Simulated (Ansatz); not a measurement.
This script for Ansatz's Python interface starts 3 runs on TiCuGeAs, space group P4/nmm. What input does the engine get in each?

`edit.py`:
```python
"""Editing single keys of the input for TiCuGeAs."""

import logging
import sys
import warnings

import ansatz as az
from ase import Atoms

logging.basicConfig(stream=sys.stdout, format="%(levelname)s %(message)s")
logger = logging.getLogger("run")
logger.setLevel(logging.INFO)

MESH = (7, 7, 3)
CUTOFF_EV = 550
FILLING = "cold"
XC = "lda"


def main() -> None:
    warnings.simplefilter("ignore", az.DeckWarning)

    atoms = Atoms(
        ["Ti", "Ti", "Cu", "Cu", "Ge", "Ge", "As", "As"],
        scaled_positions=[
            [0.0, 0.5, 0.7765],
            [0.5, 0.0, 0.2235],
            [0.5, 0.5, 0.5],
            [0.0, 0.0, 0.5],
            [0.5, 0.5, 0.0],
            [0.0, 0.0, 0.0],
            [0.0, 0.5, 0.31223],
            [0.5, 0.0, 0.68777],
        ],
        cell=[
            [3.64611, 0.0, 0.0],
            [0.0, 3.64611, 0.0],
            [0.0, 0.0, 9.26147],
        ],
        pbc=True,
    )
    xtal = az.Crystal.from_ase(atoms)

    model = xtal.calculation()
    model = model.pseudopotentials("paw").kpoints(*MESH)
    model = model.basis(CUTOFF_EV).occupations(FILLING)
    model = model.functional(XC)
    model = model.band_table()
    typed = model.input()
    rows = []
    for value in [4, 6, 9]:
        edited = typed.set(az.key.basis.ecutrho_ratio, value)
        summary = az.Session.from_dict(edited).plan().execute().report
        rows.append((value, summary["free_energy_ev"], summary["n_iterations"], len(summary["eigenvalues_ev"][0]) if "eigenvalues_ev" in summary else 0))
    logger.info(" density ratio            F eV      iterations    bands listed")
    for row in rows:
        logger.info(f"{str(row[0]):>14s}  {row[1]:14.5f}  {row[2]:14d}  {row[3]:14d}")


if __name__ == "__main__":
    main()
```

Run 1:
```yaml
crystal:
  lattice:
    - [3.64611, 0.0, 0.0]
    - [0.0, 3.64611, 0.0]
    - [0.0, 0.0, 9.26147]
  atoms:
    - { symbol: Ti, position: [0.0, 0.5, 0.7765] }
    - { symbol: Ti, position: [0.5, 0.0, 0.2235] }
    - { symbol: Cu, position: [0.5, 0.5, 0.5] }
    - { symbol: Cu, position: [0.0, 0.0, 0.5] }
    - { symbol: Ge, position: [0.5, 0.5, 0.0] }
    - { symbol: Ge, position: [0.0, 0.0, 0.0] }
    - { symbol: As, position: [0.0, 0.5, 0.31223] }
    - { symbol: As, position: [0.5, 0.0, 0.68777] }
basis:
  ecutwfc: 550.0
  ecutrho_ratio: 4
kpoints:
  mp_grid:
    grid: [7, 7, 3]
hamiltonian:
  xc: lda
  pseudopotentials:
    kind: paw
scf:
  occupations:
    method: cold
output:
  eigenvalues: true
```

Run 2, against run 1:
```diff
-  ecutrho_ratio: 4
+  ecutrho_ratio: 6
```

Run 3, against run 1:
```diff
-  ecutrho_ratio: 4
+  ecutrho_ratio: 9
```

```console
$ python edit.py
INFO  density ratio            F eV      iterations    bands listed
INFO              4    -35994.60826              10              72
INFO              6    -35994.60825              10              72
INFO              9    -35994.60825              10              72
```

Notes:
- Absolute energies stand on the zero of these potentials, so only differences at equal settings mean something. A total without «per atom» is that of the whole cell that was run.
- No spin polarisation was allowed.
- For a metal this k-point mesh is coarse: on a finer one energies can move by several to tens of meV an atom and pressures by half a GPa or more, differences at one mesh by less.
- The structure comes from a database of computed cells and needn't be a stable or known phase.
- It ran for 78 s on 1 thread of Arm Neoverse N1 (shared host), peak memory 0.77 GiB.
